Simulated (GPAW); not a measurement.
**BeH2 (beryllium dihydride): a first try and a second**

Wanted: energy and one-electron properties of BeH2 (beryllium dihydride), WC/plane waves (scalar-relativistic datasets, plane-wave cutoff 450 eV).

Program for the calculation: GPAW 26.7.0.

5 further runs of the same task are left out: 2 that didn't finish, 3 set aside as unsound or not needed.

### Step 1. The system as given

BeH2 has 3 atoms, charge 0, and is taken as a singlet. As SMILES, `[BeH2]`. Geometry: a GFN2-xTB relaxation, a rough one for these elements and not checked as a minimum.

Bond lengths: Be1–H2 1.279 Å, Be1–H3 1.280 Å. Angles: H2–Be1–H3 179.9°.

### Step 2. First attempt

Contents of beh2.xyz:

```xyz
3

Be     0.000610    -0.000320     0.000290
H      0.710620     0.942160     0.493580
H     -0.711220    -0.941840    -0.493870
```

Contents of beh2_sp.py:

```python
from ase.io import read
from gpaw import GPAW, PW, setup_paths
from gpaw.atom.configurations import parameters
from gpaw.atom.generator import Generator

# Structure
mol = read("beh2.xyz")
mol.set_cell([11.0, 11.0, 11.0])
mol.center()

# Generate the setups first
for symbol in ["Be", "H"]:
    Generator(symbol, xcname="WC", scalarrel=True, nofiles=True, txt=None).run(**parameters[symbol])
setup_paths.insert(0, ".")

# Ground state
calculator = GPAW(mode=PW(450), xc="WC", charge=4, maxiter=71, txt="-")
mol.calc = calculator

energy = mol.get_potential_energy()
print(f"Energy = {energy:.5f} eV")
forces = mol.get_forces()
print("Forces (eV/Ang)")
for symbol, f in zip(mol.symbols, forces):
    print(f'{symbol:2} {f[0]:9.4f} {f[1]:9.4f} {f[2]:9.4f}')
homo, lumo = calculator.get_homo_lumo()
print(f"HOMO: {homo:.3f} eV")
print(f"LUMO: {lumo:.3f} eV")
print(f"Gap = {lumo - homo:.3f} eV")
```

Started as:

```bash
$ python3 -u beh2_sp.py | tee beh2_sp.out
```

What it wrote:

```text
[...]
  mode=PW(ecut=450.00000000000006),
[...]
Number of symmetries: 1
[...]
  Number of IBZ points: 1
[...]
Cutoff: 450.00000000000006 eV
Spin-components: 1 (collinear spins)
Bands:           4
[...]
  Valence electrons: 4.0
[...]
  Grid points: [54 54 54]
  Charge: 4.0  # |e|
[...]
    cutoffs:
[...]
occupation numbers:
  # Zero width
[...]
xc functional:
  name: WC with 2 nearest neighbor stencil
[...]
|iter     |     time |      energy | eigst |  dens |
[...]
|iter:   1| 00:00:04 |  102.520528 |      c|       |
[...]
|iter:   6| 00:00:12 |  102.501176c|      c|-11.91c|
Converged in 6 steps
[...]
Energy contributions relative to reference atoms: (reference = -421.278429)
Energy contributions:
  Kinetic:         -54.205943
  Coulomb:         131.315597
  Zero:              0.000268
  External:          0.000000
  Xc:               25.391254
  Entropy:           0.000000
  Spinorbit:         0.000000
  ----------------------------
  Free energy:     102.501176
  Extrapolated:    102.501176
dipole moment: (22.001834, 21.999054, 22.000884)  # |e|*Ang
Fermi level: -41.181
Eigenvalues  # (at kpt = [0.000, 0.000, 0.000])
| band index |      eig [eV] | occ [0-2] |
|------------|---------------|-----------|
|          0 |       -45.617 |     0.000 |
|          1 |       -45.333 |     0.000 |
|          2 |       -36.746 |     0.000 |
|          3 |       -36.745 |     0.000 |
Gap: 8.587 eV
Transition (v -> c):
[...]
Forces (eV/Ang)
Be    0.0105   -0.0327    0.0018
H    11.0038   14.5976    7.6466
H   -11.0140  -14.5651   -7.6483
HOMO: -inf eV
LUMO: -45.617 eV
Gap = inf eV
```

Run time: 15 s. Hardware: 1 thread of Intel Xeon at 2.50GHz (Skylake/Cascade Lake), shared host; peak memory 0.38 GiB.

### Step 3. Reading the log

The run finished; that doesn't make the result usable.

The fault: the charge typed isn't that of the species meant. Among its listed settings the sound run differs in this, and the input shows the rest: properties (forces, moments, nsc) in place of (forces, dipole, gap); charge 0 in place of 4.

### Step 4. Try two

Contents of mol.xyz:

```xyz
3

Be     0.000610    -0.000320     0.000290
H      0.710620     0.942160     0.493580
H     -0.711220    -0.941840    -0.493870
```

Contents of calc.py:

```python
from ase.io import read
from gpaw import GPAW, PW, setup_paths
from gpaw.atom.configurations import parameters
from gpaw.atom.generator import Generator

# Atomic positions
system = read("mol.xyz")
system.set_cell([11.0, 11.0, 11.0])
system.center()

# No datasets are shipped for this functional: make them
for symbol in ["Be", "H"]:
    Generator(symbol, xcname="WC", scalarrel=True, nofiles=True, txt=None).run(**parameters[symbol])
setup_paths.insert(0, ".")

# Ground state
calc = GPAW(mode=PW(450), xc="WC", maxiter=150, txt="-")
system.calc = calc

energy = system.get_potential_energy()
print(f"Energy: {energy:.5f} eV")
forces = system.get_forces()
print("Forces (eV/Ang)")
for symbol, f in zip(system.symbols, forces):
    print(f'{symbol:2} {f[0]:9.4f} {f[1]:9.4f} {f[2]:9.4f}')

# Non-self-consistent energies
nsc = {}
for xc in ["PBE", "GGA_XC_B97_D", "MGGA_X_MS2+GGA_C_REGTPSS", "RPBE", "GGA_X_B88+GGA_C_P86", "revPBE", "GGA_X_OPTX+GGA_C_LYP", "PBEsol", "HCTH407", "GGA_XC_XLYP"]:
    nsc[xc] = energy + calc.get_xc_difference(xc)
    print(f'{xc:32} {nsc[xc]:12.4f} eV')
```

Started as:

```bash
$ OMP_NUM_THREADS=1 python calc.py
```

What it wrote:

```text
[...]
  mode=PW(ecut=450.00000000000006),
[...]
Number of symmetries: 1
[...]
  Number of IBZ points: 1
[...]
Cutoff: 450.00000000000006 eV
Spin-components: 1 (collinear spins)
Bands:           6
[...]
  Valence electrons: 4.0
[...]
  Grid points: [54 54 54]
  Charge: 0.0  # |e|
[...]
    cutoffs:
[...]
occupation numbers:
  # Zero width
[...]
xc functional:
  name: WC with 2 nearest neighbor stencil
[...]
|iter     |     time |      energy | eigst |  dens |
[...]
|iter:   1| 00:00:05 |   -9.949113 | +0.69 |       |
[...]
|iter:   9| 00:00:17 |   -8.574950c| -8.24c| -4.41c|
Converged in 9 steps
[...]
Energy contributions relative to reference atoms: (reference = -421.278429)
Energy contributions:
  Kinetic:          11.074728
  Coulomb:         -10.803471
  Zero:             -0.004634
  External:          0.000000
  Xc:               -8.841572
  Entropy:           0.000000
  Spinorbit:         0.000000
  ----------------------------
  Free energy:      -8.574950
  Extrapolated:     -8.574950
dipole moment: (0.000669, -0.000386, 0.000321)  # |e|*Ang
Fermi level: -4.418
Eigenvalues  # (at kpt = [0.000, 0.000, 0.000])
| band index |      eig [eV] | occ [0-2] |
|------------|---------------|-----------|
|          0 |        -8.318 |     2.000 |
|          1 |        -7.401 |     2.000 |
|          2 |        -1.434 |     0.000 |
|          3 |        -1.432 |     0.000 |
|          4 |        -0.210 |     0.000 |
|          5 |         0.904 |     0.000 |
Gap: 5.967 eV
Transition (v -> c):
[...]
Forces (eV/Ang)
Be   -0.0079   -0.0078   -0.0052
H     0.5817    0.7677    0.4030
H    -0.5737   -0.7600   -0.3978
PBE                                  -10.4424 eV
GGA_XC_B97_D                         -11.7765 eV
MGGA_X_MS2+GGA_C_REGTPSS             -12.2798 eV
RPBE                                 -11.8467 eV
GGA_X_B88+GGA_C_P86                  -11.5522 eV
revPBE                               -11.5431 eV
GGA_X_OPTX+GGA_C_LYP                 -11.4662 eV
PBEsol                                -7.2574 eV
HCTH407                              -12.2474 eV
GGA_XC_XLYP                          -12.0910 eV
```

It took 30 s on 1 thread of Intel Xeon at 2.50GHz (Skylake/Cascade Lake), shared host; peak memory 0.42 GiB.

### Step 5. Summary of results

At WC/plane waves (scalar-relativistic datasets, plane-wave cutoff 450 eV):

| quantity | value |
| --- | --- |
| energy as printed (from the program's reference atoms) | -8.5749 eV |
| dipole moment | 0.00 D |
| HOMO energy (from the vacuum level) | -7.51 eV |
| LUMO energy (from the vacuum level) | -1.54 eV |
| HOMO–LUMO gap | 5.97 eV |
| largest force on an atom | 1.044 eV/Å |

**Reading.** The largest force is 1.04 eV/Å: the shape isn't a stationary point for this species at this level.
